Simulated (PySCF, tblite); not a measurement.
# C3H12AlNSi2: geometry, infrared bands and NMR shifts

Aim: predict the infrared bands and NMR shifts of C3H12AlNSi2 (`C[C@@H]1[SiH2][N]([AlH2])[Si@H]1C`).

The runs use tblite 0.8.0 and PySCF 2.14.0, with density-fitted response routines of our own; the level of theory stands in each step. All values are computed, except where a source is named. Atoms are numbered from 0 throughout.

## 1. The molecule as given

19 atoms, charge 0, multiplicity 1; geometry from: force field or distance geometry start.

Bonds of the start (Å): C0–C1 1.53, C1–Si2 1.86, Si2–N3 1.79, N3–Al4 1.93, N3–Si5 1.80, Si5–C6 1.87, Si5–C1 1.86, C0–H7 1.11, C0–H8 1.11, C0–H9 1.12, C1–H10 1.10, Si2–H11 1.47, Si2–H12 1.47, Al4–H13 1.60, Al4–H14 1.59, Si5–H15 1.49, C6–H16 1.11, C6–H17 1.11, C6–H18 1.10.

## 2. Geometry optimisation with GFN2-xTB

What the job is given:

```
{"job": {"kind": "relax", "xc": "GFN2-xTB", "basis": "xTB"}, "charge": 0, "multiplicity": 1}
C     -1.664500    -0.312900     1.421500
C     -1.202500     0.224200     0.064500
Si    -0.693500    -1.137800    -1.103300
N      1.001600    -0.554500    -1.034000
Al     2.034200    -1.858200    -0.054300
Si     0.574000     0.775700     0.096800
C      0.786700     2.433500    -0.742900
H     -0.955000    -1.048000     1.848600
H     -2.660300    -0.796700     1.303300
H     -1.779800     0.532300     2.141400
H     -1.887200     0.962800    -0.381000
H     -0.912900    -2.483300    -0.543900
H     -1.269800    -0.912300    -2.436800
H      3.415700    -2.391900    -0.671400
H      1.513800    -2.386000     1.351600
H      1.209700     0.689700     1.438100
H      0.332000     3.225400    -0.106400
H      1.865000     2.635200    -0.877200
H      0.283000     2.411900    -1.722000
```

Run with:

```bash
$ OMP_NUM_THREADS=1 python probes_run.py task.json out
```

One launch serves the whole session: the jobs run in the order shown.

**Question.** This job is followed by: GFN2-xTB harmonic vibrations, gas phase; GIAO PBE0/pcSseg-1 NMR shielding, non-relativistic, gas phase. Predict these results of the whole session: strongest single infrared mode (GFN2-xTB); zero-point energy (GFN2-xTB); ¹³C shifts against TMS (PBE0/pcSseg-1); ¹H shifts against TMS (PBE0/pcSseg-1, means over atoms taken as alike); ²⁹Si shifts against TMS (PBE0/pcSseg-1); ¹⁵N shifts against NH3 (PBE0/pcSseg-1); ²⁷Al shifts against AlH4- (PBE0/pcSseg-1).

**Answer**, as computed:

```
                                                              quantity                                         value
                             strongest single infrared mode (GFN2-xTB)                         2230 cm⁻¹, 574 km/mol
                                          zero-point energy (GFN2-xTB)                                 83.9 kcal/mol
                                ¹³C shifts against TMS (PBE0/pcSseg-1)                           22.9, 14.4, 4.9 ppm
¹H shifts against TMS (PBE0/pcSseg-1, means over atoms taken as alike)  5.71, 5.63, 5.50, 5.05, 1.88, 1.44, 0.47 ppm
                               ²⁹Si shifts against TMS (PBE0/pcSseg-1)                               14.7, -16.7 ppm
                                ¹⁵N shifts against NH3 (PBE0/pcSseg-1)                                      64.0 ppm
                             ²⁷Al shifts against AlH4- (PBE0/pcSseg-1)                                     162.6 ppm
```

**Reading.** Over 142 steps the energy fell by 0.791 eV; of the close pairs, N3–Al4 changed most, 1.930 to 1.792 Å. All 51 modes are real, so the xTB geometry is a minimum. The strongest single mode, at 2230 cm⁻¹, moves mainly H12 and H11. Unscaled tight-binding wavenumbers are off by several per cent, some by more. Its intensities can rank the bands wrongly. At PBE0/pcSseg-1: The largest span, 108 ppm, is at Al4, where the paramagnetic term is -468 ppm.
